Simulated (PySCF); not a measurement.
# C4H5FO2: the cost of one run

The runs use PySCF 2.14.0, with density-fitted response routines of our own; the level of theory stands in each step. All values are computed, except where a source is named. Atoms are numbered from 0 throughout.

## 1. The starting structure

12 atoms, charge 0, multiplicity 1; geometry from: GFN2-xTB. The atoms were then displaced at random by about 0.01 Å, so the start is not that level's minimum.

Bonds of the start (Å): O0–C1 1.19, C1–C2 1.51, C2–O3 1.39, O3–C4 1.43, C4–C5 1.53, C5–F6 1.38, C4–C1 1.53, C2–H7 1.12, C2–H8 1.11, C4–H9 1.08, C5–H10 1.09, C5–H11 1.09.

## 2. Relaxing the molecule at PBE0-D3(BJ)/def2-SVP

The job: settings as JSON, then the geometry in Å.

```
{"job": {"xc": "PBE0", "basis": "def2-SVP", "d3": "d3bj", "grid": 1, "shake": 0.01, "kind": "geom"}, "charge": 0, "multiplicity": 1}
O      1.546570     1.267010     1.028230
C      1.027100     0.451320     0.335320
C      1.308060    -0.972390    -0.065950
O      0.226530    -0.963950    -0.934150
C     -0.199700     0.355100    -0.569630
C     -1.548910     0.438610     0.148040
F     -1.500600    -0.276020     1.321960
H      2.284700    -1.134340    -0.591090
H      1.219810    -1.687780     0.775720
H     -0.208590     1.041070    -1.406970
H     -2.334410    -0.017870    -0.462600
H     -1.780870     1.470970     0.412090
```

Command:

```bash
> OMP_NUM_THREADS=1 python probes_run.py task.json out
```

This one command runs all jobs of the session in turn.

**Question.** How long does this first job take on 1 thread of Arm Neoverse N1, shared host, and how much memory does it need?

About 88 s, with a peak of 0.53 GiB.
